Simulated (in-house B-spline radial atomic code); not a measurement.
# Bi⁵⁺: partial-wave convergence of RPA

How many partial waves does Bi⁵⁺ need? The cut on the empty states is raised step by step on a PBE0 start.

The numbers are computed with an in-house B-spline radial atomic code, version 1 (RPA, second order, AC-SOSEX and G0W0 (contour deformation) on a scalar-relativistic mean field, all electrons; no spin-orbit coupling, Breit or QED terms, no two-electron picture change), except any that are marked as measured or tabulated.

## (1) The system

```
element        : bismuth (Z = 83)
charge         : +5
electrons      : 78
configuration  : [Xe] 4f14 5d10
Hamiltonian    : scalar-relativistic (spin-free one-electron X2C), finite nucleus
values of lmax : 5, 6, 7, 8, 9, 10, 11
```

The outer shells:

Bi5+
```
[Xe] core
4f [↑↓][↑↓][↑↓][↑↓][↑↓][↑↓][↑↓]
5d [↑↓][↑↓][↑↓][↑↓][↑↓]
```

## (2) Lmax = 5

The run's settings:

```ini
Z = 83
electrons = 78.0
configuration = [Xe] 4f14 5d10
hamiltonian = x2c
method = pbe0
lmax = 5
rms_radius = 5.5211
spin_polarised = False
box_radius = 10.43
intervals = 66
```

Command:

```bash
$ python run_gw.py task.json out
```

task.json lists these runs, among others, and the program works through them in turn.

From the run's result record (rounded, not every field):

```text
{
  "status": "converged",
  "energies [hartree]": {
    "mean_field": -21529.89133,
    "exx_total": -21524.1436,
    "exchange": -396.1741156,
    "rpa": -7.0613149,
    "rpa_summed": -5.9953778,
    "direct_second_order": -7.9548429,
    "second_order_exchange": 1.8848853,
    "sosex": 1.786226
  },
  "rpa_by_multipole [hartree]": [-1.44827, -2.26285, -1.17221, -0.665497, -0.280649, -0.120795, -0.0357332, -0.00854496, -0.000839105],
  "polarisability [bohr^3: independent particles, RPA]": [4.13318, 2.50959],
  "gap [hartree]": 0.8394831,
  "levels [hartree]": [
    {"name": "5d", "occ": 1, "e": -3.053632, "sx": -1.623414, "vxc": -1.389782, "sc": 0.003915003, "z": 0.9610312, "qp": -3.299333, "tail": -0.0159837},
    {"name": "6s", "occ": 0, "e": -2.214149, "sx": -0.2989294, "vxc": -0.5300164, "sc": -0.0837383, "z": 0.9759711, "qp": -2.075395, "tail": -0.008595546}
  ]
}
```

Wall time 5.5 s (1 thread of Arm Neoverse N1, shared host); peak memory 0.17 GiB.

In the record, exx_total is the Hartree-Fock functional on the start's orbitals, rpa_summed the RPA energy up to lmax and rpa the same with the tail beyond it, gap the smallest same-spin excitation energy of the start. For a level, e is the start's value, sx and sc the exchange and correlation self-energies, vxc the start's own term, z the quasi-particle weight, and qp = e + sx − vxc + sc + tail. Deeper levels of weight under 0.85 meet poles of the self-energy and are not shown.

G0W0 moves 5d down by 6.69 eV, to -89.779 eV.

The largest part of the RPA energy comes from multipole 1 (38 % of the sum).

## (3) Lmax = 6

Changes to the settings of step 2:

```diff
@@ -5,3 +5,3 @@
 method = pbe0
-lmax = 5
+lmax = 6
 rms_radius = 5.5211
```

Main fields:

```text
{
  "status": "converged",
  "energies [hartree]": {
    "mean_field": -21529.89133,
    "exx_total": -21524.1436,
    "exchange": -396.1741156,
    "rpa": -7.0627858,
    "rpa_summed": -6.3881898,
    "direct_second_order": -7.9304051,
    "second_order_exchange": 1.9404906,
    "sosex": 1.8421486
  },
  "rpa_by_multipole [hartree]": [-1.44827, -2.26285, -1.17221, -0.795534, -0.406741, -0.200747, -0.0735809, -0.0234323, -0.00437881, -0.000455634],
  "polarisability [bohr^3: independent particles, RPA]": [4.13318, 2.50959],
  "gap [hartree]": 0.8394831,
  "levels [hartree]": [
    {"name": "5d", "occ": 1, "e": -3.053632, "sx": -1.623414, "vxc": -1.389782, "sc": -0.002220876, "z": 0.9606574, "qp": -3.30002, "tail": -0.01053432},
    {"name": "4f", "occ": 1, "e": -7.880215, "sx": -4.605429, "vxc": -3.855122, "sc": 0.3498719, "z": 0.8566871, "qp": -8.299489, "tail": -0.01883844},
    {"name": "6s", "occ": 0, "e": -2.214149, "sx": -0.2989294, "vxc": -0.5300164, "sc": -0.08645539, "z": 0.9758626, "qp": -2.074183, "tail": -0.004665559}
  ]
}
```

Run time: 6 s. Hardware: 1 thread of Arm Neoverse N1, shared host; peak memory 0.17 GiB.

The 5d level moves from -83.094 to -89.798 eV (weight 0.96).

## (4) Lmax = 7

Changes to the settings of step 3:

```diff
@@ -5,3 +5,3 @@
 method = pbe0
-lmax = 6
+lmax = 7
 rms_radius = 5.5211
```

Main fields:

```text
{
  "status": "converged",
  "energies [hartree]": {
    "mean_field": -21529.89133,
    "exx_total": -21524.1436,
    "exchange": -396.1741156,
    "rpa": -7.0403116,
    "rpa_summed": -6.6024187,
    "direct_second_order": -7.8983328,
    "second_order_exchange": 1.9551244,
    "sosex": 1.8570641
  },
  "rpa_by_multipole [hartree]": [-1.44827, -2.26285, -1.17221, -0.795534, -0.471498, -0.272266, -0.11847, -0.0456853, -0.0128179, -0.00255456, -0.000274682],
  "polarisability [bohr^3: independent particles, RPA]": [4.13318, 2.50959],
  "gap [hartree]": 0.8394831,
  "levels [hartree]": [
    {"name": "5d", "occ": 1, "e": -3.053632, "sx": -1.623414, "vxc": -1.389782, "sc": -0.006265273, "z": 0.9604728, "qp": -3.301796, "tail": -0.008265896},
    {"name": "4f", "occ": 1, "e": -7.880215, "sx": -4.605429, "vxc": -3.855122, "sc": 0.3435684, "z": 0.8728631, "qp": -8.299899, "tail": -0.01294607},
    {"name": "6s", "occ": 0, "e": -2.214149, "sx": -0.2989294, "vxc": -0.5300164, "sc": -0.08784891, "z": 0.9758282, "qp": -2.073759, "tail": -0.002848249}
  ]
}
```

Wall time 6.7 s (1 thread of Arm Neoverse N1, shared host); peak memory 0.17 GiB.

G0W0 moves 5d down by 6.75 eV, to -89.846 eV.

## (5) Lmax = 8

Changes to the settings of step 4:

```diff
@@ -5,3 +5,3 @@
 method = pbe0
-lmax = 7
+lmax = 8
 rms_radius = 5.5211
```

Main fields:

```text
{
  "status": "converged",
  "energies [hartree]": {
    "mean_field": -21529.89133,
    "exx_total": -21524.1436,
    "exchange": -396.1741156,
    "rpa": -7.0146158,
    "rpa_summed": -6.7246506,
    "direct_second_order": -7.8689332,
    "second_order_exchange": 1.9531703,
    "sosex": 1.8554421
  },
  "rpa_by_multipole [hartree]": [-1.44827, -2.26285, -1.17221, -0.795534, -0.471498, -0.308399, -0.158251, -0.0722362, -0.0259184, -0.00771466, -0.00160279, -0.000176664],
  "polarisability [bohr^3: independent particles, RPA]": [4.13318, 2.50959],
  "gap [hartree]": 0.8394831,
  "levels [hartree]": [
    {"name": "5d", "occ": 1, "e": -3.053632, "sx": -1.623414, "vxc": -1.389782, "sc": -0.008553965, "z": 0.9603821, "qp": -3.301247, "tail": -0.005429115},
    {"name": "4f", "occ": 1, "e": -7.880215, "sx": -4.605429, "vxc": -3.855122, "sc": 0.3394782, "z": 0.8770919, "qp": -8.300758, "tail": -0.009714196},
    {"name": "6s", "occ": 0, "e": -2.214149, "sx": -0.2989294, "vxc": -0.5300164, "sc": -0.08861478, "z": 0.9758154, "qp": -2.073493, "tail": -0.001816789}
  ]
}
```

It took 7.4 s on 1 thread of Arm Neoverse N1, shared host; peak memory 0.17 GiB.

The 5d level moves from -83.094 to -89.832 eV (weight 0.96).

## (6) Lmax = 9

Changes to the settings of step 5:

```diff
@@ -5,3 +5,3 @@
 method = pbe0
-lmax = 8
+lmax = 9
 rms_radius = 5.5211
```

Main fields:

```text
{
  "status": "converged",
  "energies [hartree]": {
    "mean_field": -21529.89133,
    "exx_total": -21524.1436,
    "exchange": -396.1741156,
    "rpa": -6.9928973,
    "rpa_summed": -6.7971199,
    "direct_second_order": -7.845651,
    "second_order_exchange": 1.9474127,
    "sosex": 1.8498832
  },
  "rpa_by_multipole [hartree]": [-1.44827, -2.26285, -1.17221, -0.795534, -0.471498, -0.308399, -0.178905, -0.0956608, -0.0417925, -0.0159015, -0.00493278, -0.0010575, -0.000118935],
  "polarisability [bohr^3: independent particles, RPA]": [4.13318, 2.50959],
  "gap [hartree]": 0.8394831,
  "levels [hartree]": [
    {"name": "5d", "occ": 1, "e": -3.053632, "sx": -1.623414, "vxc": -1.389782, "sc": -0.009902969, "z": 0.9603339, "qp": -3.300812, "tail": -0.003644321},
    {"name": "4f", "occ": 1, "e": -7.880215, "sx": -4.605429, "vxc": -3.855122, "sc": 0.3369644, "z": 0.8786679, "qp": -8.30035, "tail": -0.006792755},
    {"name": "6s", "occ": 0, "e": -2.214149, "sx": -0.2989294, "vxc": -0.5300164, "sc": -0.0890692, "z": 0.9758104, "qp": -2.073358, "tail": -0.001227602}
  ]
}
```

It took 7.9 s on 1 thread of Arm Neoverse N1, shared host; peak memory 0.18 GiB.

Highest level 5d: -83.094 eV in the start, -89.820 eV after G0W0, weight 0.96.

## (7) Lmax = 10

Changes to the settings of step 6:

```diff
@@ -5,3 +5,3 @@
 method = pbe0
-lmax = 9
+lmax = 10
 rms_radius = 5.5211
```

Main fields:

```text
{
  "status": "converged",
  "energies [hartree]": {
    "mean_field": -21529.89133,
    "exx_total": -21524.1436,
    "exchange": -396.1741156,
    "rpa": -6.9781709,
    "rpa_summed": -6.8420286,
    "direct_second_order": -7.8303147,
    "second_order_exchange": 1.9424629,
    "sosex": 1.8450252
  },
  "rpa_by_multipole [hartree]": [-1.44827, -2.26285, -1.17221, -0.795534, -0.471498, -0.308399, -0.178905, -0.108093, -0.0559499, -0.0259403, -0.010285, -0.00329687, -0.000724771, -8.29058e-05],
  "polarisability [bohr^3: independent particles, RPA]": [4.13318, 2.50959],
  "gap [hartree]": 0.8394831,
  "levels [hartree]": [
    {"name": "5d", "occ": 1, "e": -3.053632, "sx": -1.623414, "vxc": -1.389782, "sc": -0.01073414, "z": 0.9603064, "qp": -3.300518, "tail": -0.002519736},
    {"name": "4f", "occ": 1, "e": -7.880215, "sx": -4.605429, "vxc": -3.855122, "sc": 0.3353422, "z": 0.8794183, "qp": -8.300098, "tail": -0.00491804},
    {"name": "6s", "occ": 0, "e": -2.214149, "sx": -0.2989294, "vxc": -0.5300164, "sc": -0.0893549, "z": 0.9758085, "qp": -2.073283, "tail": -0.000866091}
  ]
}
```

It took 8.5 s on 1 thread of Arm Neoverse N1, shared host; peak memory 0.18 GiB.

The 5d level moves from -83.094 to -89.812 eV (weight 0.96).

## (8) Lmax = 11

Changes to the settings of step 7:

```diff
@@ -5,3 +5,3 @@
 method = pbe0
-lmax = 10
+lmax = 11
 rms_radius = 5.5211
```

Main fields:

```text
{
  "status": "converged",
  "energies [hartree]": {
    "mean_field": -21529.89133,
    "exx_total": -21524.1436,
    "exchange": -396.1741156,
    "rpa": -6.9678535,
    "rpa_summed": -6.8708735,
    "direct_second_order": -7.8197269,
    "second_order_exchange": 1.9385113,
    "sosex": 1.8411259
  },
  "rpa_by_multipole [hartree]": [-1.44827, -2.26285, -1.17221, -0.795534, -0.471498, -0.308399, -0.178905, -0.108093, -0.0634754, -0.034956, -0.0169177, -0.00692325, -0.00228083, -0.00051201, -5.94201e-05],
  "polarisability [bohr^3: independent particles, RPA]": [4.13318, 2.50959],
  "gap [hartree]": 0.8394831,
  "levels [hartree]": [
    {"name": "5d", "occ": 1, "e": -3.053632, "sx": -1.623414, "vxc": -1.389782, "sc": -0.01127184, "z": 0.9602897, "qp": -3.300344, "tail": -0.001807841},
    {"name": "4f", "occ": 1, "e": -7.880215, "sx": -4.605429, "vxc": -3.855122, "sc": 0.3343277, "z": 0.8798038, "qp": -8.299605, "tail": -0.00341065},
    {"name": "6s", "occ": 0, "e": -2.214149, "sx": -0.2989294, "vxc": -0.5300164, "sc": -0.08954288, "z": 0.9758078, "qp": -2.073236, "tail": -0.0006319957}
  ]
}
```

Wall time 9.2 s (1 thread of Arm Neoverse N1, shared host); peak memory 0.18 GiB.

Highest level 5d: -83.094 eV in the start, -89.807 eV after G0W0, weight 0.96.

## (9) Comparison

```csv
lmax,level,mean field (eV),G0W0 (eV),weight,RPA (hartree),RPA to lmax (hartree),"α, direct RPA (bohr³)",time,miss (eV)
5,5d,-83.094,-89.779,0.961,-7.06131,-5.99538,2.510,5.5 s,+1.38
6,5d,-83.094,-89.798,0.961,-7.06279,-6.38819,2.510,6 s,+1.40
7,5d,-83.094,-89.846,0.960,-7.04031,-6.60242,2.510,6.7 s,+1.45
8,5d,-83.094,-89.832,0.960,-7.01462,-6.72465,2.510,7.4 s,+1.43
9,5d,-83.094,-89.820,0.960,-6.99290,-6.79712,2.510,7.9 s,+1.42
10,5d,-83.094,-89.812,0.960,-6.97817,-6.84203,2.510,8.5 s,+1.41
11,5d,-83.094,-89.807,0.960,-6.96785,-6.87087,2.510,9.2 s,+1.41
```

The miss is the G0W0 removal energy (the level with its sign changed) less the semi-empirical ionisation energy, 88.400 ± 0.7 eV. Times are single runs on a shared host.

## (10) Summary of results

| quantity | value |
| --- | --- |
| highest level, mean field (range over the runs) | -83.094 eV |
| highest level, G0W0 (range over the runs) | -89.846 to -89.779 eV |
| RPA correlation energy | -7.063 to -6.968 hartree |
| RPA+SOSEX | -5.2751 to -5.1267 hartree |
| semi-empirical ionisation energy (5d shell) | 88.400 ± 0.7 eV (NIST Atomic Spectra Database, ionization energies) |
| G0W0 removal energy less that value | +1.38 to +1.45 eV |

**Reading.** At lmax = 5 the plain sum holds 86.0 % of the last extrapolated value, at lmax = 11 it holds 98.6 %. With the tail added, the runs differ from the last by up to 1.4 %, and from lmax = 9 on all values lie within 0.5 % of the last; the plain sum never reaches 99 %. The extrapolated value still moves by 10 millihartree in the last step, so it is not yet converged and the tail overshoots at low cuts. The G0W0 level varies by 0.067 eV over the range. The time rises from 5.5 s to 9.2 s. At the highest cut G0W0 misses the semi-empirical ionisation energy, 88.400 ± 0.7 eV, by +1.41 eV (+1.6 %). Without spin-orbit coupling the level is the average over j, while the tabulated threshold takes the electron from j = 5/2, which is bound less; that pushes the computed values up by a part of the shell's splitting. Spin-orbit coupling, which splits the 5d shell strongly in so heavy an element, is left out.
